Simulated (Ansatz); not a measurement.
# C2HClF2Si: small, medium and large basis sets

How large a basis does C2HClF2Si need? Two functionals are run in growing sets.

Method: one geometry, several basis sets; program: Ansatz 0.2.0, Gaussian basis.

Plan: PBE0-D4/def2-SVP; ωB97M-V/def2-SVP; PBE0-D4/def2-QZVPP; ωB97M-V/def2-QZVPP; the functionals' def2-TZVPP values are taken from earlier runs.

## Step 1: Structure used throughout

All runs share one geometry, relaxed beforehand with PBE0-D4 in a triple-zeta def2 set.

SMILES `C#C[Si](F)(F)Cl`, 7 atoms, charge 0, spin multiplicity 1.

Atoms are counted from 1 here; the program's logs count them from 0.

Bond lengths: C1–C2 1.204 Å, C1–H7 1.067 Å, C2–Si3 1.796 Å, Si3–F4 1.574 Å, Si3–F5 1.574 Å, Si3–Cl6 2.013 Å. Angles: C2–C1–H7 179.9°, C1–C2–Si3 179.2°, C2–Si3–F4 110.0°, C2–Si3–F5 110.0°, C2–Si3–Cl6 111.5°, F4–Si3–F5 107.4°, F4–Si3–Cl6 108.9°, F5–Si3–Cl6 108.9°.

## Step 2: PBE0-D4 in def2-SVP

in.yaml reads:

```yaml
crystal:
  periodic: [false, false, false]
  atoms:
    - {symbol: C, position_ang: [0.493997, -1.811541, 0.694795]}
    - {symbol: C, position_ang: [0.205687, -0.737459, 0.233485]}
    - {symbol: Si, position_ang: [-0.226634, 0.873191, -0.432414]}
    - {symbol: F, position_ang: [-1.481308, 0.747352, -1.374354]}
    - {symbol: F, position_ang: [0.960451, 1.432868, -1.301255]}
    - {symbol: Cl, position_ang: [-0.640529, 2.191263, 1.032189]}
    - {symbol: H, position_ang: [0.749538, -2.763774, 1.101753]}
basis:
  gaussian: {orbitals: def2-SVP}
hamiltonian: {xc: pbe0, dispersion: d4}
output: {orbitals: {seedname: orbitals}}
```

Further steps of the session: ωB97M-V in def2-SVP; PBE0-D4 in def2-QZVPP; ωB97M-V in def2-QZVPP.

**Question.** What will the summary of the whole plan be? Wanted: PBE0-D4: double and triple zeta above quadruple; ωB97M-V: double and triple zeta above quadruple.

As calculated:

| quantity | value |
| --- | --- |
| PBE0-D4: double and triple zeta above quadruple | 17.78, 1.06 eV |
| ωB97M-V: double and triple zeta above quadruple | 17.85, 0.99 eV |

**Reading.** For PBE0-D4 the step from double to triple zeta gains 16.72 eV and the next only 1.06 eV. These are total energies; as a rule much of such shifts cancels in differences, which this series doesn't test.
